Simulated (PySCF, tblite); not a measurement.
# C3H7FNSi radical: geometry, infrared bands and EPR parameters

Aim: predict the infrared bands and EPR parameters of C3H7FNSi radical (`F[C@H]1[CH][SiH2]NC1`).

Programs: tblite 0.8.0 and PySCF 2.14.0, with density-fitted response routines of our own. Each step states its level of theory. These are calculated values for one molecule in the gas phase, unless marked as measured. Atoms are numbered from 0 throughout.

## Step 1: The molecule as given

13 atoms, charge 0, multiplicity 2; geometry from: force field or distance geometry start.

Bonds of the start (Å): F0–C1 1.40, C1–C2 1.54, C2–Si3 1.87, Si3–N4 1.80, N4–C5 1.47, C5–C1 1.51, C1–H6 1.09, C2–H7 1.12, Si3–H8 1.47, Si3–H9 1.44, N4–H10 1.03, C5–H11 1.10, C5–H12 1.09.

## Step 2: Relaxing the molecule with GFN2-xTB

The job: settings as JSON, then the geometry in Å.

```
{"job": {"kind": "relax", "xc": "GFN2-xTB", "basis": "xTB"}, "charge": 0, "multiplicity": 2}
F     -0.606400     0.261000     1.741100
C     -0.548300     0.941600     0.521500
C      0.933500     1.104600     0.152500
Si     1.319400    -0.718200    -0.011600
N     -0.366400    -1.304400    -0.275500
C     -1.029900    -0.021800    -0.531400
H     -1.086100     1.890200     0.557800
H      0.939400     1.516200    -0.890300
H      1.858800    -1.223800     1.261100
H      2.179600    -0.930900    -1.147500
H     -0.788200    -1.689600     0.581400
H     -2.117300    -0.185000    -0.481400
H     -0.692600     0.360700    -1.495400
```

The run is started by

```
$ OMP_NUM_THREADS=1 python probes_run.py task.json out
```

One launch serves the whole session: the jobs run in the order shown.

Log:

```text
step      E/eV     max force
  0    -524.54724    2.210
  1    -524.73554    1.280
  2    -524.85957    0.838
  3    -524.92138    0.793
  4    -525.00436    0.626
  5    -525.03801    0.642
  6    -525.07239    0.535
  7    -525.10646    0.554
  8    -525.15213    0.581
  9    -525.19557    0.638
 10    -525.24436    0.548
 11    -525.29316    0.570
 12    -525.33248    0.572
 13    -525.36089    0.411
 14    -525.38404    0.493
 15    -525.40658    0.496
 16    -525.43774    0.688
 17    -525.41004    1.706
 18    -525.47495    0.363
 19    -525.48906    0.379
 20    -525.50512    0.746
 21    -525.51971    0.306
 22    -525.53183    0.282
 23    -525.55713    0.239
 24    -525.56504    0.282
 25    -525.57539    0.236
 26    -525.58086    0.225
 27    -525.58600    0.169
 28    -525.59031    0.257
 29    -525.59509    0.194
 30    -525.60036    0.264
 31    -525.60629    0.276
 32    -525.61238    0.210
 33    -525.62014    0.235
 34    -525.62786    0.261
 35    -525.63539    0.284
 36    -525.63760    0.574
 37    -525.64815    0.280
 38    -525.65548    0.163
 39    -525.66400    0.174
 40    -525.66690    0.192
 41    -525.67232    0.202
 42    -525.67507    0.163
 43    -525.67724    0.113
 44    -525.67861    0.144
 45    -525.67973    0.124
 46    -525.68059    0.082
 47    -525.68116    0.065
 48    -525.68173    0.057
 49    -525.68221    0.059
 50    -525.68293    0.075
 51    -525.68359    0.096
 52    -525.68431    0.109
 53    -525.68517    0.125
 54    -525.68643    0.161
 55    -525.68852    0.246
 56    -525.68898    0.322
 57    -525.69565    0.182
 58    -525.70110    0.170
 59    -525.70448    0.359
 60    -525.70644    0.180
 61    -525.70834    0.105
 62    -525.71048    0.151
 63    -525.71221    0.125
 64    -525.71459    0.102
 65    -525.71595    0.086
 66    -525.71710    0.101
 67    -525.71806    0.067
 68    -525.71886    0.080
 69    -525.71962    0.067
 70    -525.72036    0.071
 71    -525.72097    0.076
 72    -525.72203    0.102
 73    -525.72332    0.099
 74    -525.72449    0.073
 75    -525.72530    0.074
 76    -525.72582    0.063
 77    -525.72631    0.063
 78    -525.72690    0.065
 79    -525.72761    0.082
 80    -525.72849    0.087
 81    -525.72949    0.073
 82    -525.73040    0.065
 83    -525.73103    0.057
 84    -525.73149    0.054
 85    -525.73192    0.048
 86    -525.73230    0.045
 87    -525.73261    0.045
 88    -525.73289    0.059
 89    -525.73318    0.059
 90    -525.73342    0.043
 91    -525.73360    0.036
 92    -525.73375    0.027
 93    -525.73392    0.032
 94    -525.73411    0.037
 95    -525.73429    0.036
 96    -525.73442    0.028
 97    -525.73451    0.026
 98    -525.73459    0.030
 99    -525.73468    0.028
100    -525.73476    0.019
101    -525.73481    0.013
102    -525.73483    0.008
```

Run time: 0.54 s. Hardware: 1 thread of Arm Neoverse V1, shared host.

Step by step: (not every step is listed)

```
step  energy from step 0 (eV)  largest force (eV/Å)
   0                   0.0000                2.2097
   1                  -0.1883                1.2798
   2                  -0.3123                0.8377
   3                  -0.3741                0.7927
   4                  -0.4571                0.6264
   5                  -0.4908                0.6417
   6                  -0.5252                0.5347
   7                  -0.5592                0.5544
   8                  -0.6049                0.5810
  16                  -0.8905                0.6882
  24                  -1.0178                0.2819
  32                  -1.0651                0.2105
  40                  -1.1197                0.1916
  48                  -1.1345                0.0573
  56                  -1.1417                0.3222
  64                  -1.1674                0.1017
  72                  -1.1748                0.1016
  80                  -1.1812                0.0868
  88                  -1.1857                0.0589
  96                  -1.1872                0.0277
  97                  -1.1873                0.0260
  98                  -1.1874                0.0298
  99                  -1.1874                0.0284
 100                  -1.1875                0.0193
 101                  -1.1876                0.0133
 102                  -1.1876                0.0085
```

Close pairs (by a distance rule), those that changed most:

```
  bond  before (Å)  after (Å)  change (Å)
Si3–N4       1.804      1.726      -0.078
 C1–C2       1.536      1.473      -0.063
 C2–H7       1.121      1.074      -0.047
 C1–C5       1.506      1.536      +0.030
 N4–C5       1.467      1.441      -0.026
C2–Si3       1.870      1.846      -0.025
Si3–H9       1.441      1.465      +0.025
N4–H10       1.030      1.006      -0.024
```

The end geometry stands in the next job.

## Step 3: Harmonic vibrations with GFN2-xTB

The job: settings as JSON, then the geometry in Å.

```
{"job": {"kind": "ir", "xc": "GFN2-xTB", "basis": "xTB"}, "charge": 0, "multiplicity": 2}
F     -1.196556     1.868381     1.071848
C     -0.533030     1.133013     0.099073
C      0.890508     0.922307     0.411617
Si     1.417454    -0.776211    -0.082023
N     -0.195041    -1.126301    -0.589031
C     -1.209138    -0.233724    -0.088504
H     -0.639293     1.733550    -0.821702
H      1.421438     1.701678     0.926245
H      1.943181    -1.560273     1.047191
H      2.289436    -0.904823    -1.252678
H     -0.539511    -2.038451    -0.834827
H     -1.607971    -0.547052     0.887221
H     -2.045866    -0.171608    -0.792157
```

Log:

```text
mode    cm-1     km/mol
  1      98.1      1.12
  2     152.8      6.12
  3     340.2     11.98
  4     367.6     54.84
  5     416.8      2.47
  6     431.1     23.75
  7     455.1     49.74
  8     504.2     23.37
  9     548.6     78.32
 10     561.1     59.62
 11     662.5    115.16
 12     805.5     88.55
 13     834.0    121.64
 14     836.9    171.35
 15     901.7     26.14
 16     982.7     30.08
 17    1017.2     52.47
 18    1097.3      5.51
 19    1137.8      5.01
 20    1167.9     46.43
 21    1199.2     36.75
 22    1209.0      7.21
 23    1240.2     20.60
 24    1262.9      7.04
 25    1355.8     28.12
 26    1493.0      1.05
 27    2159.4    391.81
 28    2230.5    253.59
 29    2796.1     20.42
 30    2865.2     60.09
 31    2933.2     54.08
 32    3131.7     15.13
 33    3491.8      1.05
```

Run time: 0.32 s. Hardware: 1 thread of Arm Neoverse V1, shared host.

The strongest bands and the atoms that carry them (share of the mass-weighted mode):

```
cm⁻¹  km/mol                                atoms
 549    78.3           H8 34 %, H9 27 %, Si3 13 %
 662   115.2                     H9 41 %, H8 39 %
 806    88.5            H8 30 %, H9 29 %, N4 20 %
 834   121.6           C2 35 %, Si3 22 %, H7 18 %
 837   171.3  Si3 27 %, N4 17 %, H9 15 %, H8 13 %
2159   391.8                              H8 88 %
2230   253.6                              H9 89 %
2865    60.1                             H11 87 %
```

## Step 4: g tensor and hyperfine couplings: B3LYP/pcH-1

Settings changed since step 3:

```diff
@@ -1,2 +1,2 @@
-{"job": {"kind": "ir", "xc": "GFN2-xTB", "basis": "xTB"}, "charge": 0, "multiplicity": 2}
+{"job": {"kind": "epr", "basis": "pcH-1"}, "charge": 0, "multiplicity": 2}
 F     -1.196556     1.868381     1.071848
```

Level: UKS B3LYP, pcH-1 on C F H N Si, non-relativistic, mean-field spin-orbit, GIAO.

Log:

```text
UKS, coarse grid
  cycle   1  E = -562.52614451  |g| = 4.53e-01
  cycle   2  E = -562.45203507  |g| = 6.59e-01
  cycle   3  E = -562.59890846  |g| = 5.76e-02
  cycle   4  E = -562.59990760  |g| = 3.15e-02
  cycle   5  E = -562.60039789  |g| = 6.24e-03
  cycle   6  E = -562.60041883  |g| = 1.97e-03
  cycle   7  E = -562.60041980  |g| = 1.54e-03
  cycle   8  E = -562.60042168  |g| = 2.46e-04
UKS, final grid
  cycle   1  E = -562.60043526  |g| = 2.53e-04
  cycle   2  E = -562.60043524  |g| = 3.64e-04
  cycle   3  E = -562.60043529  |g| = 3.90e-05
  cycle   4  E = -562.60043529  |g| = 1.59e-05
E = -562.60043529 Eh   <S^2> = 0.7536 (exact 0.7500)
g shifts (ppm)      1          2          3
  rmc          -137       -137       -137
  gc             14         31         30
  oz_so         -65        526        599
  total        -188        420        492
hyperfine (MHz)  atom isotope    a_iso     a_fc   dipolar eigenvalues
    0   19F     115.14     114.75    -41.39    -36.59     77.98
    1   13C     -31.10     -31.10     -3.51     -0.20      3.72
    2   13C      78.22      78.30    -75.08    -73.98    149.06
    3  29Si      41.58      41.64     -2.56     -0.92      3.48
    4   14N       0.95       0.95     -1.62     -0.87      2.50
    5   13C      24.03      24.03     -2.44     -1.43      3.88
    6    1H     134.18     134.18     -6.84     -1.58      8.42
    7    1H     -57.12     -57.13    -36.02     -0.67     36.69
    8    1H      35.75      35.75     -3.31     -2.05      5.36
    9    1H      36.33      36.33     -2.95     -2.03      4.97
   10    1H      -1.39      -1.40     -3.18     -1.68      4.85
   11    1H      -1.36      -1.36     -3.01     -2.37      5.38
   12    1H      -3.00      -3.00     -2.38     -1.94      4.31
```

Run time: 47 s. Hardware: 1 thread of Arm Neoverse V1, shared host; peak memory 0.9 GiB.

Principal g values 2.00213, 2.00274, 2.00281; g(iso) = 2.00256, against 2.00232 for a free electron.

Hyperfine couplings, nucleus by nucleus at this fixed geometry (no averaging over rotations):

```
nuclei  isotope  a(iso) (MHz)  a(iso) (G, at g = 2.0023)  largest dipolar term (MHz)
    H6       1H         134.2                       47.9                         8.4
    F0      19F         115.1                       41.1                        78.0
    C2      13C          78.2                       27.9                       149.1
    H7       1H         -57.1                      -20.4                        36.7
   Si3     29Si          41.6                       14.8                         3.5
    H9       1H          36.3                       13.0                         5.0
    H8       1H          35.8                       12.8                         5.4
    C1      13C         -31.1                      -11.1                         3.7
    C5      13C          24.0                        8.6                         3.9
   H12       1H          -3.0                       -1.1                         4.3
   H10       1H          -1.4                       -0.5                         4.9
   H11       1H          -1.4                       -0.5                         5.4
    N4      14N           0.9                        0.3                         2.5
```

Mulliken spin populations:

F0 0.01; C1 -0.07; C2 1.00; Si3 -0.04; N4 0.02; C5 0.01; H6 0.06; H7 -0.04; H8 0.02; H9 0.02; H10 0.00; H11 0.00; H12 0.00

In first order the couplings over 0.8 MHz of 1H, 19F, 14N give 718 distinct lines over 137.8 G.

Orbitals, density, ELF and potential are computed afterwards from the orbital file.

ELF in a plane through or near 7 of the atoms.

Ten even steps from '0' (0.00) to '9' (1.00):
```
0000000000000000000000000000
0000000000000000000000000000
0000000000000000000000000000
0000000000036986200000000000
0000000000069999500000000000
0000000000169998400111000000
0000000001357886202454100000
0000001113885838635787400000
0000013302189678206677400000
0000024346714236323344200000
0000013201165227883000000000
0000001113886772243100000000
0000000012643683388731000000
0000000003899523699851000000
0000000016999510278730000000
0000000004898200011100000000
0000000000232000000000000000
0000000000000000000000000000
0000000000000000000000000000
0000000000000000000000000000
```
The map spans 10.2 Å across and 10.0 Å up, centred on the molecule. Atoms in the plane (x, y in Å): C1 (1.1, 0.6), C2 (-0.1, 1.3), Si3 (-1.6, 0.2), N4 (-0.6, -1.1), C5 (0.8, -0.9), H7 (0.0, 2.4), H10 (-0.8, -2.1).

log10 of the density (e/Å³) in the same plane.

Ten even steps from '0' (-4.0) to '9' (1.8):
```
0000000000000000000000000000
0000000000000000000000000000
0000000000112221100000000000
0000000011233443321000000000
0000000112345554432211000000
0000112233456775544443210000
0001123344566776555555421000
0012234455667987666776432000
0112345567666677777766532000
0112345689966666776655421000
0112345567766666765543210000
0012234555677778876543200000
0001223345678777776543200000
0000012244677655665543100000
0000001234566544454432100000
0000000123444333333221000000
0000000012233221111100000000
0000000000000000000000000000
0000000000000000000000000000
0000000000000000000000000000
```
The map spans 10.2 Å across and 10.0 Å up, centred on the molecule. Atoms in the plane (x, y in Å): C1 (1.1, 0.6), C2 (-0.1, 1.3), Si3 (-1.6, 0.2), N4 (-0.6, -1.1), C5 (0.8, -0.9), H7 (0.0, 2.4), H10 (-0.8, -2.1).

On the surface of density 0.002 e/bohr³ the electrostatic potential runs, from the 1st to the 99th percentile, from -1.10 V near F0 to 1.64 V near H10.

The spin density lies nearest to C2 68 %; H7 10 %; H6 6 %.

## Step 5: Outcome

| quantity | value |
| --- | --- |
| strongest single infrared mode (GFN2-xTB) | 2159 cm⁻¹, 392 km/mol |
| zero-point energy (GFN2-xTB) | 58.2 kcal/mol |
| g(iso) (B3LYP) | 2.00256 |
| ⟨S²⟩ | 0.754 (exact 0.75) |
| largest a(iso) | 1H on H6, 134.2 MHz |
| surface potential, 1st and 99th percentile | -1.10 V and 1.64 V |

**Reading.** Relaxing lowered the energy by 1.188 eV in 102 steps; the close pair that moved most is Si3–N4, from 1.804 to 1.726 Å. All 33 modes are real, so the xTB geometry is a minimum. The strongest single mode, at 2159 cm⁻¹, moves mainly H8. Unscaled tight-binding wavenumbers are off by several per cent, some by more. Its intensities can rank the bands wrongly. C2 carries the largest spin population, 1.00 e. The isotropic g lies 0.2 ppt above the free-electron value.
